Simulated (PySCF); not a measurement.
**A gas-phase reaction: FGeH5OSi + F → FGeH4OSi + FH**

What reaction energy should one expect for `[OH][GeH]([F])[SiH3]` + `[F-]` → `[O-][GeH]([F])[SiH3]` + `F`?

Programs: PySCF 2.14.0. All values are calculated, for the isolated system unless a continuum is named. Atoms count from 0, parts from 1.

## Step 1: Starting point

Each species was relaxed by itself at PBE0-D3(BJ)/def2-SVPD.

## Step 2: Reaction energy: wB97M-D3(BJ)/def2-TZVPD

Job settings and geometry (Å):

```
{"job": {"kind": "react", "xc": "wB97M-D3(BJ)", "basis": "def2-TZVPD"}, "charge": 0, "multiplicity": 1}
-1 FGeH5OSi charge 0 multiplicity 1
O      1.515410     1.260210    -0.338490
Ge     0.792650    -0.354600    -0.158900
F      1.446460    -1.037860     1.333380
Si    -1.539530    -0.008020     0.174240
H      2.465660     1.273790    -0.485670
H      1.325160    -1.305380    -1.248740
H     -2.187710    -1.335070     0.379070
H     -1.710480     0.850960     1.378340
H     -2.107310     0.656340    -1.033570

-1 F charge -1 multiplicity 1
F      0.000000     0.000000     0.000000

+1 FGeH4OSi charge -1 multiplicity 1
O      2.167470    -1.095320     0.698570
Ge     1.226550     0.193590     0.175020
F      1.534780     0.726760    -1.546780
Si    -1.146540    -0.261540    -0.023460
H      1.409680     1.585700     0.880880
H     -1.951550     0.839480    -0.665570
H     -1.431560    -1.497260    -0.829520
H     -1.808450    -0.491330     1.310620

+1 FH charge 0 multiplicity 1
F      0.457430     0.001790    -0.049370
H     -0.457430    -0.001790     0.049370
```

Method: wB97M-D3(BJ)/def2-TZVPD reaction energy of separated species, gas phase.

Started as:

```bash
$ OMP_NUM_THREADS=1 python cluster_run.py task.json out
```

The driver reads the jobs from task.json and runs them one after another.

The log of the run:

```text
species 1 (FGeH5OSi)
coarse grid: 36672 points
cycle   1  E = -2544.6290177170  dE = -5.831e-01  |g| = 1.075e+00  |ddm| = 2.233e+00
cycle   2  E = -2544.5580394542  dE =  7.098e-02  |g| = 1.362e+00  |ddm| = 1.242e+00
cycle   3  E = -2544.8066380802  dE = -2.486e-01  |g| = 5.799e-02  |ddm| = 6.336e-01
cycle   4  E = -2544.8072237359  dE = -5.857e-04  |g| = 3.469e-02  |ddm| = 6.678e-02
cycle   5  E = -2544.8073851567  dE = -1.614e-04  |g| = 7.355e-03  |ddm| = 2.430e-02
cycle   6  E = -2544.8073990828  dE = -1.393e-05  |g| = 1.671e-03  |ddm| = 1.013e-02
cycle   7  E = -2544.8074001941  dE = -1.111e-06  |g| = 9.700e-04  |ddm| = 2.714e-03
final grid: 74640 points
cycle   8  E = -2544.8073145805  dE = -1.735e-07  |g| = 1.213e-03  |ddm| = 2.902e-03
cycle   9  E = -2544.8073144713  dE =  1.092e-07  |g| = 1.531e-03  |ddm| = 1.200e-03
cycle  10  E = -2544.8073148069  dE = -3.357e-07  |g| = 4.377e-05  |ddm| = 6.396e-04
cycle  11  E = -2544.8073148087  dE = -1.774e-09  |g| = 2.977e-05  |ddm| = 1.209e-04
cycle  12  E = -2544.8073148089  dE = -1.833e-10  |g| = 5.518e-06  |ddm| = 3.363e-05
converged SCF energy = -2544.8073148089

species 2 (F)
coarse grid: 5304 points
cycle   1  E = -99.7735595435  dE = -1.701e-01  |g| = 8.390e-01  |ddm| = 3.042e-01
cycle   2  E = -99.4217741307  dE =  3.518e-01  |g| = 1.736e+00  |ddm| = 1.187e+00
cycle   3  E = -99.9129072191  dE = -4.911e-01  |g| = 3.879e-02  |ddm| = 7.668e-01
cycle   4  E = -99.9130379075  dE = -1.307e-04  |g| = 2.144e-02  |ddm| = 3.124e-02
cycle   5  E = -99.9130976974  dE = -5.979e-05  |g| = 1.450e-03  |ddm| = 8.861e-03
cycle   6  E = -99.9130979605  dE = -2.631e-07  |g| = 2.299e-04  |ddm| = 4.862e-04
final grid: 11608 points
cycle   7  E = -99.9130859017  dE =  1.872e-09  |g| = 2.255e-04  |ddm| = 1.777e-04
cycle   8  E = -99.9130858948  dE =  6.925e-09  |g| = 3.200e-04  |ddm| = 1.966e-04
cycle   9  E = -99.9130859089  dE = -1.404e-08  |g| = 1.900e-06  |ddm| = 1.112e-04
cycle  10  E = -99.9130859089  dE = -1.251e-12  |g| = 7.399e-08  |ddm| = 3.603e-06
converged SCF energy = -99.9130859089

species 3 (FGeH4OSi)
coarse grid: 34200 points
cycle   1  E = -2543.9229124683  dE = -6.621e-01  |g| = 1.320e+00  |ddm| = 2.165e+00
cycle   2  E = -2542.9558529797  dE =  9.671e-01  |g| = 2.507e+00  |ddm| = 5.592e+00
cycle   3  E = -2544.2137652052  dE = -1.258e+00  |g| = 3.765e-01  |ddm| = 5.265e+00
cycle   4  E = -2544.2351113774  dE = -2.135e-02  |g| = 1.579e-01  |ddm| = 2.591e-01
cycle   5  E = -2544.2387036328  dE = -3.592e-03  |g| = 2.824e-02  |ddm| = 1.302e-01
cycle   6  E = -2544.2388557741  dE = -1.521e-04  |g| = 1.397e-02  |ddm| = 4.199e-02
cycle   7  E = -2544.2388923380  dE = -3.656e-05  |g| = 1.931e-03  |ddm| = 2.086e-02
cycle   8  E = -2544.2388951157  dE = -2.778e-06  |g| = 7.111e-04  |ddm| = 7.211e-03
final grid: 69264 points
cycle   9  E = -2544.2388529111  dE = -4.003e-07  |g| = 6.580e-04  |ddm| = 2.792e-03
cycle  10  E = -2544.2388528756  dE =  3.544e-08  |g| = 1.003e-03  |ddm| = 1.060e-03
cycle  11  E = -2544.2388530432  dE = -1.675e-07  |g| = 9.079e-05  |ddm| = 5.620e-04
cycle  12  E = -2544.2388530519  dE = -8.723e-09  |g| = 6.329e-05  |ddm| = 2.892e-04
cycle  13  E = -2544.2388530540  dE = -2.119e-09  |g| = 2.368e-05  |ddm| = 1.526e-04
cycle  14  E = -2544.2388530542  dE = -1.819e-10  |g| = 4.959e-06  |ddm| = 3.921e-05
converged SCF energy = -2544.2388530542

species 4 (FH)
coarse grid: 7776 points
cycle   1  E = -100.4688239662  dE = -9.407e-02  |g| = 4.644e-01  |ddm| = 6.197e-01
cycle   2  E = -100.4725052580  dE = -3.681e-03  |g| = 5.038e-01  |ddm| = 3.808e-01
cycle   3  E = -100.5053188878  dE = -3.281e-02  |g| = 2.574e-02  |ddm| = 1.678e-01
cycle   4  E = -100.5053948648  dE = -7.598e-05  |g| = 5.006e-03  |ddm| = 1.077e-02
cycle   5  E = -100.5053995057  dE = -4.641e-06  |g| = 4.334e-04  |ddm| = 3.766e-03
final grid: 16976 points
cycle   6  E = -100.5053932898  dE = -6.429e-08  |g| = 1.038e-04  |ddm| = 8.214e-04
cycle   7  E = -100.5053932932  dE = -3.461e-09  |g| = 7.699e-05  |ddm| = 2.166e-04
cycle   8  E = -100.5053932940  dE = -7.777e-10  |g| = 2.125e-05  |ddm| = 3.711e-05
converged SCF energy = -100.5053932940

Reaction energy = -14.568 kcal/mol
```

Wall time 61 s (1 thread of Arm Neoverse N1, shared host); peak memory 0.78 GiB.

Species by species (with the dispersion term, which the log's SCF energies lack):

| ν | species | energy (Eh) | HOMO (eV) |
| --- | --- | --- | --- |
| -1 | [OH][GeH]([F])[SiH3] | -2544.81467 | -10.79 |
| -1 | [F-] | -99.91309 | -2.89 |
| +1 | [O-][GeH]([F])[SiH3] | -2544.24534 | -4.11 |
| +1 | F | -100.50563 | -14.54 |

## Step 3: Reaction energy: PBE0-D3(BJ)/def2-TZVPD

Same as in step 2 but for these lines:

```diff
@@ -1,2 +1,2 @@
-{"job": {"kind": "react", "xc": "wB97M-D3(BJ)", "basis": "def2-TZVPD"}, "charge": 0, "multiplicity": 1}
+{"job": {"kind": "react", "xc": "PBE0", "basis": "def2-TZVPD", "disp": "d3bj"}, "charge": 0, "multiplicity": 1}
 -1 FGeH5OSi charge 0 multiplicity 1
```

With the program's defaults for keys left out, this is: PBE0-D3(BJ)/def2-TZVPD reaction energy of separated species, gas phase.

The log of the run:

```text
species 1 (FGeH5OSi)
coarse grid: 36672 points
cycle   1  E = -2543.9738885040  dE = -4.798e-01  |g| = 1.143e+00  |ddm| = 2.229e+00
cycle   2  E = -2543.5337464256  dE =  4.401e-01  |g| = 1.988e+00  |ddm| = 1.615e+00
cycle   3  E = -2544.1555131482  dE = -6.218e-01  |g| = 1.649e-01  |ddm| = 1.089e+00
cycle   4  E = -2544.1590596531  dE = -3.547e-03  |g| = 6.392e-02  |ddm| = 1.218e-01
cycle   5  E = -2544.1594586810  dE = -3.990e-04  |g| = 1.720e-02  |ddm| = 3.563e-02
cycle   6  E = -2544.1594977255  dE = -3.904e-05  |g| = 7.044e-03  |ddm| = 1.151e-02
cycle   7  E = -2544.1595062676  dE = -8.542e-06  |g| = 7.961e-04  |ddm| = 4.026e-03
final grid: 74640 points
cycle   8  E = -2544.1594891186  dE = -1.248e-07  |g| = 9.529e-04  |ddm| = 2.639e-03
cycle   9  E = -2544.1594889888  dE =  1.298e-07  |g| = 1.359e-03  |ddm| = 1.281e-03
cycle  10  E = -2544.1594892542  dE = -2.655e-07  |g| = 1.484e-04  |ddm| = 6.981e-04
cycle  11  E = -2544.1594892579  dE = -3.676e-09  |g| = 2.716e-05  |ddm| = 1.005e-04
cycle  12  E = -2544.1594892580  dE = -5.821e-11  |g| = 2.482e-06  |ddm| = 1.618e-05
converged SCF energy = -2544.1594892580

species 2 (F)
coarse grid: 1088 points
cycle   1  E = -99.6480299908  dE = -8.108e-02  |g| = 8.599e-01  |ddm| = 3.156e-01
cycle   2  E = -97.8823061729  dE =  1.766e+00  |g| = 3.110e+00  |ddm| = 2.037e+00
cycle   3  E = -99.7922027745  dE = -1.910e+00  |g| = 7.027e-02  |ddm| = 1.718e+00
cycle   4  E = -99.7924511220  dE = -2.483e-04  |g| = 5.277e-02  |ddm| = 6.585e-02
cycle   5  E = -99.7928802840  dE = -4.292e-04  |g| = 8.706e-03  |ddm| = 1.832e-02
cycle   6  E = -99.7928921043  dE = -1.182e-05  |g| = 1.037e-03  |ddm| = 3.146e-03
cycle   7  E = -99.7928922756  dE = -1.713e-07  |g| = 4.564e-06  |ddm| = 4.256e-04
final grid: 11608 points
cycle   8  E = -99.7963210859  dE = -3.387e-06  |g| = 9.094e-04  |ddm| = 3.670e-03
cycle   9  E = -99.7963207951  dE =  2.908e-07  |g| = 1.611e-03  |ddm| = 9.527e-04
cycle  10  E = -99.7963211908  dE = -3.957e-07  |g| = 1.338e-04  |ddm| = 7.234e-04
cycle  11  E = -99.7963211937  dE = -2.821e-09  |g| = 9.473e-06  |ddm| = 6.123e-05
cycle  12  E = -99.7963211937  dE = -1.552e-11  |g| = 5.050e-07  |ddm| = 4.784e-06
converged SCF energy = -99.7963211937

species 3 (FGeH4OSi)
coarse grid: 34200 points
cycle   1  E = -2543.2600798407  dE = -5.072e-01  |g| = 1.372e+00  |ddm| = 2.173e+00
cycle   2  E = -2537.4604377054  dE =  5.800e+00  |g| = 3.850e+00  |ddm| = 4.501e+01
cycle   3  E = -2543.3790125176  dE = -5.919e+00  |g| = 9.798e-01  |ddm| = 4.499e+01
cycle   4  E = -2543.5702925032  dE = -1.913e-01  |g| = 3.392e-01  |ddm| = 7.411e-01
cycle   5  E = -2543.5845355517  dE = -1.424e-02  |g| = 1.476e-01  |ddm| = 2.758e-01
cycle   6  E = -2543.5876932539  dE = -3.158e-03  |g| = 5.293e-02  |ddm| = 1.090e-01
cycle   7  E = -2543.5881438857  dE = -4.506e-04  |g| = 1.797e-02  |ddm| = 3.155e-02
cycle   8  E = -2543.5882089850  dE = -6.510e-05  |g| = 3.641e-03  |ddm| = 1.279e-02
cycle   9  E = -2543.5882123092  dE = -3.324e-06  |g| = 4.961e-04  |ddm| = 3.762e-03
final grid: 69264 points
cycle  10  E = -2543.5882471761  dE = -6.677e-08  |g| = 7.734e-04  |ddm| = 1.753e-03
cycle  11  E = -2543.5882466320  dE =  5.440e-07  |g| = 1.851e-03  |ddm| = 1.566e-03
cycle  12  E = -2543.5882472845  dE = -6.525e-07  |g| = 1.234e-04  |ddm| = 1.112e-03
cycle  13  E = -2543.5882472869  dE = -2.386e-09  |g| = 4.541e-05  |ddm| = 9.547e-05
cycle  14  E = -2543.5882472872  dE = -2.865e-10  |g| = 5.873e-06  |ddm| = 2.223e-05
converged SCF energy = -2543.5882472872

species 4 (FH)
coarse grid: 1712 points
cycle   1  E = -100.3540183399  dE = -3.605e-02  |g| = 4.957e-01  |ddm| = 6.253e-01
cycle   2  E = -100.3145045981  dE =  3.951e-02  |g| = 7.429e-01  |ddm| = 5.125e-01
cycle   3  E = -100.3937368838  dE = -7.923e-02  |g| = 2.284e-02  |ddm| = 2.892e-01
cycle   4  E = -100.3938124551  dE = -7.557e-05  |g| = 4.204e-03  |ddm| = 9.787e-03
cycle   5  E = -100.3938144384  dE = -1.983e-06  |g| = 3.552e-04  |ddm| = 1.247e-03
final grid: 16976 points
cycle   6  E = -100.3948394565  dE = -1.849e-05  |g| = 3.953e-03  |ddm| = 7.412e-03
cycle   7  E = -100.3948375789  dE =  1.878e-06  |g| = 5.433e-03  |ddm| = 3.317e-03
cycle   8  E = -100.3948415704  dE = -3.991e-06  |g| = 1.005e-04  |ddm| = 1.990e-03
cycle   9  E = -100.3948415717  dE = -1.311e-09  |g| = 1.790e-05  |ddm| = 3.968e-05
cycle  10  E = -100.3948415718  dE = -4.863e-11  |g| = 3.038e-06  |ddm| = 1.029e-05
converged SCF energy = -100.3948415718

Reaction energy = -16.850 kcal/mol
```

Run time: 34 s. Hardware: 1 thread of Arm Neoverse N1, shared host; peak memory 0.7 GiB.

Reaction energy at this level: -16.85 kcal/mol.

## Step 4: Comparing the runs

Energies in kcal/mol, with wall time:

| run | reaction | time |
| --- | --- | --- |
| wB97M-D3(BJ)/def2-TZVPD | -14.57 | 61 s |
| PBE0-D3(BJ)/def2-TZVPD | -16.85 | 34 s |

## Step 5: Outcome

| quantity | value |
| --- | --- |
| reaction energy (wB97M-D3(BJ)/def2-TZVPD) | -14.57 kcal/mol |
| ΔH, ΔG at 298 K (xTB thermal terms) | -16.0, -17.2 kcal/mol |
| range of the reaction energy over the runs of this table | -16.85 to -14.57 kcal/mol |

What this shows: The reaction is exothermic by 16.0 kcal/mol in the gas phase; dispersion gives +0.40, and xTB itself gave -12.52 for the electronic energy (xTB energies and thermal terms come from the earlier relaxation of each species, not shown). No barrier was sought. The reaction energy runs from -16.85 (PBE0-D3(BJ)/def2-TZVPD) to -14.57 kcal/mol (wB97M-D3(BJ)/def2-TZVPD).
